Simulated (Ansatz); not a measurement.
# C2H8SSn: the cost of one run

Program: Ansatz 0.2.0. Level of theory: RKS PBE-D4/def2-SVP. These are calculated values, not measurements.

### 1 The starting structure

Bond lengths: C1–S2 1.754 Å, S2–C3 1.841 Å, C3–Sn4 2.184 Å, C1–H5 1.111 Å, C1–H6 1.139 Å, C1–H7 1.130 Å, C3–H8 1.103 Å, C3–H9 1.101 Å, Sn4–H10 1.673 Å, Sn4–H11 1.771 Å, Sn4–H12 1.773 Å. Angles (14 of 19 angles, heavy atoms first): C1–S2–C3 94.2°, S2–C3–Sn4 106.0°, S2–C1–H5 112.9°, S2–C1–H6 113.5°, S2–C1–H7 112.4°, S2–C3–H8 107.6°, S2–C3–H9 107.4°, Sn4–C3–H8 107.9°, Sn4–C3–H9 111.0°, C3–Sn4–H10 111.5°, C3–Sn4–H11 108.0°, C3–Sn4–H12 106.0°, H5–C1–H6 105.6°, H5–C1–H7 104.8°.

Coordinates:

```xyz
12

C    -0.3466    2.2492    0.4360
S     0.7287    0.8857    0.6820
C    -0.3245   -0.2903   -0.2643
Sn    0.7360   -2.1996   -0.2427
H     0.0263    3.1841    0.9063
H    -1.3902    2.0870    0.8613
H    -0.4742    2.5063   -0.6566
H    -0.3644    0.0641   -1.3082
H    -1.2879   -0.3689    0.2636
H     2.2423   -2.0733   -0.9607
H     0.8298   -2.7560    1.4356
H    -0.2983   -3.3434   -1.1183
```

### 2 End point A

input.yaml reads:

```yaml
crystal:
  periodic: [false, false, false]
  atoms:
    - { symbol: C, position_ang: [-0.3466, 2.2492, 0.436] }
    - { symbol: S, position_ang: [0.7287, 0.8857, 0.682] }
    - { symbol: C, position_ang: [-0.3245, -0.2903, -0.2643] }
    - { symbol: Sn, position_ang: [0.736, -2.1996, -0.2427] }
    - { symbol: H, position_ang: [0.0263, 3.1841, 0.9063] }
    - { symbol: H, position_ang: [-1.3902, 2.087, 0.8613] }
    - { symbol: H, position_ang: [-0.4742, 2.5063, -0.6566] }
    - { symbol: H, position_ang: [-0.3644, 0.0641, -1.3082] }
    - { symbol: H, position_ang: [-1.2879, -0.3689, 0.2636] }
    - { symbol: H, position_ang: [2.2423, -2.0733, -0.9607] }
    - { symbol: H, position_ang: [0.8298, -2.756, 1.4356] }
    - { symbol: H, position_ang: [-0.2983, -3.3434, -1.1183] }
basis:
  gaussian: { orbitals: def2-SVP }
hamiltonian:
  xc: pbe
  dispersion: d4
relax:
  f_tol: 0.02
  max_steps: 50
```

Command:

```
$ ansatz run input.yaml --threads 2 --pin off --max-ram 3072MiB --backend cpu --events-out ev --progress --plain --runs-dir out
```

**Question.** How long does this run take on 2 threads of AMD EPYC 9R14 (Zen 4), shared host, and how much memory does it need?

About 10 s, with a peak of 0.19 GiB.
